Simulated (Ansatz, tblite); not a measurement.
# [Ni(OH)4]2- (NiH4O4 (-2)): a ladder of methods and basis sets

How do method and basis change the picture of [Ni(OH)4]2- (NiH4O4 (-2)) (triplet)?

Program: Ansatz 0.2.0, Gaussian basis. Level of theory: as each input shows. These are calculated values, not measurements.

The runs, in order: GFN1-xTB, GFN2-xTB, PBE-D4/def2-TZVPD, r2SCAN-D4/def2-TZVPD, BHLYP-D4/def2-TZVPD, ωB97X-V/def2-TZVPD, PBE-QIDH/def2-TZVPD, B97M-V/def2-TZVPD, r2SCAN0-D4/def2-TZVPD, PBE+10HF/def2-SVPD, PBE+15HF/def2-SVPD, PBE+40HF/def2-SVPD, PBE-D4/def2-SVPD, PBE0-D4/def2-SVPD, MP2/def2-TZVPD, RPA/def2-TZVPD.

**1. The relaxed structure**

The triplet was relaxed beforehand with PBE-D4/def2-SVPD.

9 atoms, charge -2, spin multiplicity 3.

Bond lengths: Ni1–O2 1.971 Å, Ni1–O4 2.056 Å, Ni1–O6 2.056 Å, Ni1–O8 1.971 Å, O2–H3 0.978 Å, O4–H5 0.975 Å, O6–H7 0.976 Å, O8–H9 0.978 Å. Angles: O2–Ni1–O4 96.0°, O2–Ni1–O6 92.2°, O2–Ni1–O8 136.8°, O4–Ni1–O6 157.9°, O4–Ni1–O8 92.2°, O6–Ni1–O8 96.0°, Ni1–O2–H3 93.4°, Ni1–O4–H5 95.8°, Ni1–O6–H7 95.8°, Ni1–O8–H9 93.4°.

Formally the metal is d8. No spin-orbit coupling is included. The ion is computed in the gas phase, without counter-ions or solvent.

PBE0-D4/def2-TZVPD was run before; its log isn't repeated, and its numbers join the tables.

**2. GFN1-xTB**

Tight binding, by tblite at 300 K electronic temperature and without a spin-polarisation term:

```python
tblite.interface.Calculator('GFN1-xTB', numbers, positions, charge=-2, uhf=2).singlepoint()
```

Energy -689.5386 eV; 0.006 s.

**3. GFN2-xTB**

Tight binding, by tblite at 300 K electronic temperature and without a spin-polarisation term:

```python
tblite.interface.Calculator('GFN2-xTB', numbers, positions, charge=-2, uhf=2).singlepoint()
```

Energy -634.2400 eV; 0.003 s.

**4. PBE-D4/def2-TZVPD**

start.molden holds the orbitals of an earlier run on this state, given as this run's starting guess.

in.yaml reads:

```yaml
crystal:
  periodic: [false, false, false]
  atoms:
    - {symbol: Ni, position_ang: [0.093825, 0.168204, -0.133689]}
    - {symbol: O, position_ang: [0.198184, 0.623599, 1.780805]}
    - {symbol: H, position_ang: [-0.654903, 1.102403, 1.773039]}
    - {symbol: O, position_ang: [2.031764, -0.496863, -0.300816]}
    - {symbol: H, position_ang: [2.245550, -0.417165, 0.647504]}
    - {symbol: O, position_ang: [-1.528680, 1.398453, -0.418037]}
    - {symbol: H, position_ang: [-2.061474, 0.745615, -0.909698]}
    - {symbol: O, position_ang: [-0.591565, -1.327882, -1.218042]}
    - {symbol: H, position_ang: [0.267300, -1.796375, -1.221056]}
basis:
  gaussian: {orbitals: def2-TZVPD, initial_orbitals: start.molden}
total_charge: -2
magnetization: {spin_polarized: true, initial_magnetization: 2}
hamiltonian: {xc: pbe, dispersion: d4}
scf: {omitted_lower_state_checks: [starts]}
output: {orbitals: {seedname: orbitals}}
```

Run with:

```
> ansatz run in.yaml --threads 4 --pin off --events-out ev --progress --plain --max-ram 8704MiB
```

Further steps of the session: r2SCAN-D4/def2-TZVPD; BHLYP-D4/def2-TZVPD; ωB97X-V/def2-TZVPD; PBE-QIDH/def2-TZVPD; B97M-V/def2-TZVPD; r2SCAN0-D4/def2-TZVPD; PBE+10HF/def2-SVPD; PBE+15HF/def2-SVPD; PBE+40HF/def2-SVPD; PBE-D4/def2-SVPD; PBE0-D4/def2-SVPD; MP2/def2-TZVPD; RPA/def2-TZVPD.

Q: Predict the results of all the runs planned. Wanted: gap in def2-TZVPD, named functionals, smallest and largest; gap over the share of exact exchange; correlation energy, MP2/def2-TZVPD; ⟨S²⟩ in def2-TZVPD, named functionals, smallest and largest; PBE0 total energy, smallest basis above largest.

The runs gave:

| quantity | value |
| --- | --- |
| gap in def2-TZVPD, named functionals, smallest and largest | 0.70 eV (PBE-D4), 7.23 eV (ωB97X-V) |
| gap over the share of exact exchange | 0.73 eV at 0, 5.59 eV at 0.4 |
| correlation energy, MP2/def2-TZVPD | -43.60 eV |
| ⟨S²⟩ in def2-TZVPD, named functionals, smallest and largest | 2.005, 2.006 |
| PBE0 total energy, smallest basis above largest | 14.54 eV (def2-SVPD, def2-TZVPD) |

**Reading.** Orbital gaps of the named functionals in def2-TZVPD span 0.70 eV (PBE-D4) to 7.23 eV (ωB97X-V); exact exchange widens it. Raising the share of exact exchange from 0 to 0.4 moves the HOMO by -3.12 eV and the LUMO by +1.74 eV. Over the named functionals in def2-TZVPD spin contamination reaches 0.01 (B97M-V), which is small. PBE-D4, r2SCAN-D4, B97M-V, PBE0-D4, r2SCAN0-D4 put the HOMO above zero: the outermost electron is held by the basis alone.
